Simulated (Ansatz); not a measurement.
# Br2HIn: the cost of one run

All numbers are computed with the Python package of Ansatz 0.2.0. Level of theory: r2SCAN/def2-SVPD.

### 1 The system

Bond lengths: Br1–In2 2.335 Å, In2–Br3 2.685 Å, In2–H4 1.946 Å. Angles: Br1–In2–Br3 115.0°, Br1–In2–H4 146.4°, Br3–In2–H4 93.4°.

No structure file is read: the coordinates are typed or built in the script.

### 2 The code

Contents of br2hin_ip.py:

```python
'''Vertical ionisation energy of Br2HIn.'''

import ansatz as az


def energy_of(molecule, charge=0, unpaired=0):
    calc = (
        molecule.calculation()
        .basis(gaussian='def2-SVPD')
        .functional('r2SCAN')
    )
    if charge:
        calc = calc.charge(charge)
    if unpaired:
        calc = calc.spin('collinear', total=unpaired)
    report = calc.run(threads=1).report
    if report['published_state_doubts']:
        print('  doubts:', report['published_state_doubts'])
    return report['free_energy_ev']

GEOMETRY = '''
Br   -1.94600    0.88460   -1.22170
In    0.05310    0.39770   -0.11670
Br    0.69130   -2.20820   -0.02090
H     1.25710    0.86570    1.33900
'''

molecule = az.Crystal.molecule()
for line in GEOMETRY.strip().splitlines():
    symbol, *xyz = line.split()
    molecule = molecule.atom(symbol, [float(v) for v in xyz])

# delta-SCF style differences, no relaxation
parent = energy_of(molecule, 0, 0)
cation = energy_of(molecule, 1, 1)
print(f'E(N)   = {parent:.5f} eV')
print(f'E(N-1) = {cation:.5f} eV  (1 unpaired)')
print(f'vertical ionisation energy {cation - parent:.3f} eV')
```

### 3 What the engine is handed

The package turns the script's settings into the engine's input (first run):

```yaml
crystal:
  periodic: [false, false, false]
  atoms:
    - { symbol: Br, position_ang: [-1.946, 0.8846, -1.2217] }
    - { symbol: In, position_ang: [0.0531, 0.3977, -0.1167] }
    - { symbol: Br, position_ang: [0.6913, -2.2082, -0.0209] }
    - { symbol: H, position_ang: [1.2571, 0.8657, 1.339] }
basis:
  gaussian:
    orbitals: def2-SVPD
hamiltonian:
  xc: r2scan
```

### 4 The run

Run with:

```sh
python br2hin_ip.py
```

Q: Estimate wall time and peak memory on 1 thread of Arm Neoverse V2, shared host.

About 60 s, with a peak of 0.43 GiB.
